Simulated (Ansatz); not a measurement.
# Si: the cost of one run

Program: Ansatz 0.2.0. Level of theory: DFT r2SCAN, scalar-relativistic, plane waves, PAW. These are calculated values, not measurements.

### Step 1. The starting structure

It takes space group Fd-3m (No. 227, cubic). The conventional cell has a = 5.444 Å, b = 5.444 Å, c = 5.444 Å, α = 90.00°, β = 90.00°, γ = 90.00°. Si (site symmetry -43m) has 4 Si at 2.36 Å as nearest neighbours.

Coordinates:

```
Si
1.0
     0.00000    2.72185    2.72185
     2.72185    0.00000    2.72185
     2.72185    2.72185    0.00000
Si
2
Cartesian
  4.0828 4.0828 4.0828
  2.7219 2.7219 2.7219
```

The structure comes from the Materials Project (structure only).

(A quick probe on a coarse mesh, which set the mesh and smearing, is not shown.)

### Step 3. Full relaxation

Contents of input.yaml:

```yaml
crystal:
  lattice:
    - [0.0, 2.72185119, 2.72185119]
    - [2.72185119, 0.0, 2.72185119]
    - [2.72185119, 2.72185119, 0.0]
  atoms:
    - { symbol: Si, position: [0.75, 0.75, 0.75] }
    - { symbol: Si, position: [0.5, 0.5, 0.5] }
basis:
  ecutwfc: 500
kpoints:
  mp_grid: { grid: [8, 8, 8] }
hamiltonian:
  xc: r2scan
scf:
  occupations: { method: gaussian, width: 0.02 }
output:
  forces: true
  stress: true
  eigenvalues: true
  write_density: true
  write_potential: true
  elf: true
  volumetric_format: npy
relax:
  adjacent_minimum: "off"
  f_tol: 0.005
  max_steps: 80
  cell: { stress_tol: 0.05 }
```

Launch:

```bash
> ansatz run input.yaml --threads 8 --pin off --max-ram 20480MiB --backend cpu --events-out ev --progress --plain --runs-dir out
```

**Question.** How long does this run take on 8 threads of AMD EPYC 9R45 (Zen 5), shared host, and how much memory does it need?

About 1.5 s, with a peak of 0.47 GiB.
